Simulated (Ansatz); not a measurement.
# GaH2 (doublet): wave-function methods side by side, aug-cc-pVDZ

Aim: climb from Hartree-Fock through coupled cluster and multireference methods for GaH2 (doublet) at one geometry and basis, and see what each rung misses.

Computed with Ansatz 0.2.0, Gaussian basis. Level: aug-cc-pVDZ, core rule «outside noble gas», up to 14 orbitals frozen.

The runs, in order: UHF; CCSD(T) on ROHF; CCSD(T) on UHF; BCCD(T) on ROHF; CISD; CCSDT(Q) on ROHF; CCSDT(Q) on UHF; CASSCF and MRCISD+Q, 5 electrons in 6 orbitals; CASSCF and NEVPT2, 5 electrons in 6 orbitals; Full CI.

33 further runs of the same task are left out: 6 for a known fault of the program, 11 that didn't finish, 16 set aside as unsound or not needed.

## Step 1: The geometry

The geometry is a PBE0/def2-TZVP stationary point (not a proven minimum). No spin-orbit coupling is included. The filled d shell of Ga may be among the frozen orbitals whatever the setting's name suggests; the logs give the count.

3 atoms, charge 0, spin multiplicity 2.

Atoms are counted from 1 here; the program's logs count them from 0.

Bond lengths: Ga1–H2 1.593 Å, Ga1–H3 1.593 Å. Angles: H2–Ga1–H3 120.5°.

## Step 2: UHF

in.yaml

```yaml
crystal:
  periodic: [false, false, false]
  atoms:
    - {symbol: Ga, position_ang: [0.000000, -0.022229, 0.000000]}
    - {symbol: H, position_ang: [0.000000, 0.768845, -1.383112]}
    - {symbol: H, position_ang: [0.000000, 0.768845, 1.383112]}
basis:
  gaussian: {orbitals: aug-cc-pVDZ}
magnetization: {spin_polarized: true, initial_magnetization: 1}
hamiltonian: {xc: hf}
output: {orbitals: {seedname: orbitals}}
```

Run with:

```bash
> ansatz run in.yaml --threads 1 --pin off --events-out ev --progress --plain --max-ram 2393MiB
```

After this run come: CCSD(T) on ROHF; CCSD(T) on UHF; BCCD(T) on ROHF; CISD; CCSDT(Q) on ROHF; CCSDT(Q) on UHF; CASSCF and MRCISD+Q, 5 electrons in 6 orbitals; CASSCF and NEVPT2, 5 electrons in 6 orbitals; Full CI.

Q: Predict the results of all the runs planned. Wanted: FCI below the RHF energy; RMP2 from FCI; UMP2 from FCI; RCCSD from FCI; RCCSD(T) from FCI; UCCSD(T) from FCI; RCCSDT(Q) from FCI; UCCSDT(Q) from FCI; NEVPT2 valence from FCI.

**Answer**, as computed:

| quantity | value |
| --- | --- |
| FCI below the RHF energy | -2.1898 eV |
| RMP2 from FCI | +13.49 kcal/mol |
| UMP2 from FCI | +13.22 kcal/mol |
| RCCSD from FCI | +1.10 kcal/mol |
| RCCSD(T) from FCI | +0.30 kcal/mol |
| UCCSD(T) from FCI | +0.17 kcal/mol |
| RCCSDT(Q) from FCI | -0.02 kcal/mol |
| UCCSDT(Q) from FCI | -0.14 kcal/mol |
| NEVPT2 valence from FCI | +9.68 kcal/mol |
| MRCISD+Q valence from FCI | -0.29 kcal/mol |
| levels within 1 kcal/mol (43 meV) | UCCSD, RCCSD(T), UCCSD(T), BCCD(T), RCCSDT, UCCSDT, RCCSDT(Q), UCCSDT(Q), MRCISD valence, MRCISD+Q valence |
| T1 diagnostic | 0.020 |
| effectively unpaired electrons | 1.03 |

**Reading.** RCCSD(T) misses by +0.30 kcal/mol, 0.6 % of the correlation energy. UCCSDT, UCCSDT(Q), MRCISD+Q valence fall below full CI: unrestricted runs freeze a spin-polarised core, another one than full CI's, and coupled cluster isn't variational. One determinant dominates. Of the multireference levels listed MRCISD+Q valence comes nearest in total energy (-0.29 kcal/mol), which doesn't show that its space is the better one. These misses are within one basis, not against nature; the frozen cores of restricted and unrestricted runs differ, which can shift their rows.
